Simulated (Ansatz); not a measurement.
What does this script print? It uses Ansatz 0.2.0 through its Python package.

`clk.xyz`
```text
2

K     0.00000    0.00000    0.00000
Cl    0.00000    0.00000    3.01500
```

Script `clk.py`:
```python
"""Does a wider search find a lower mean-field state of ClK(-)?"""

import warnings

import ansatz as az
import numpy as np

warnings.simplefilter("ignore", az.DeckWarning)

mol = az.Crystal.molecule_from_extxyz("clk.xyz")
symbols = [site.symbol for site in mol.cartesian_sites]

start = np.array([site.position_ang for site in mol.cartesian_sites])
for factor in [1.0, 1.3]:
    xyz = (start - start.mean(axis=0)) * factor
    scaled = az.Crystal.molecule()
    for symbol, place in zip(symbols, xyz):
        scaled = scaled.atom(symbol, place.tolist())
    base = (
        scaled.calculation()
        .basis(gaussian="def2-TZVP")
        .functional("hf")
        .charge(-1)
        .spin("collinear", total=1)
    )
    for search in ("off", "standard"):
        try:
            data = base.scf(lower_state_search=search).run(threads=1, backend="cpu").report
        except az.AnsatzError as error:
            print(f"x{factor} search {search}: {type(error).__name__}")
            continue
        state = data["mean_field"]["state"]
        print(f"all distances x{factor}, search {search:8s} E = {data['free_energy_ev']:.5f} eV  <S^2> = {abs(state['spin_squared']):.3f}  other states met: {len(data['mean_field']['others'])}")
```

```console
$ python clk.py
all distances x1.0, search off      E = -28810.27456 eV  <S^2> = 0.750  other states met: 0
all distances x1.0, search standard E = -28810.27456 eV  <S^2> = 0.750  other states met: 0
all distances x1.3, search off      E = -28809.79497 eV  <S^2> = 0.750  other states met: 0
all distances x1.3, search standard E = -28809.79497 eV  <S^2> = 0.750  other states met: 0
```

What to keep in mind:
- Total energies depend on the basis set; only differences at equal settings carry meaning.
- The count of other states can hold repeated and symmetry-equivalent ends of the search; scaling all distances is a test, and for more than two atoms no physical path.
- The run takes the species as open-shell (spin multiplicity 2), which needn't be its ground state.
- The spin state was assumed, and another may lie lower.
- Anions want diffuse functions, which this basis lacks.
- Run time: 3.2 s on 1 thread of Arm Neoverse V1 (shared host), peak memory 0.18 GiB.
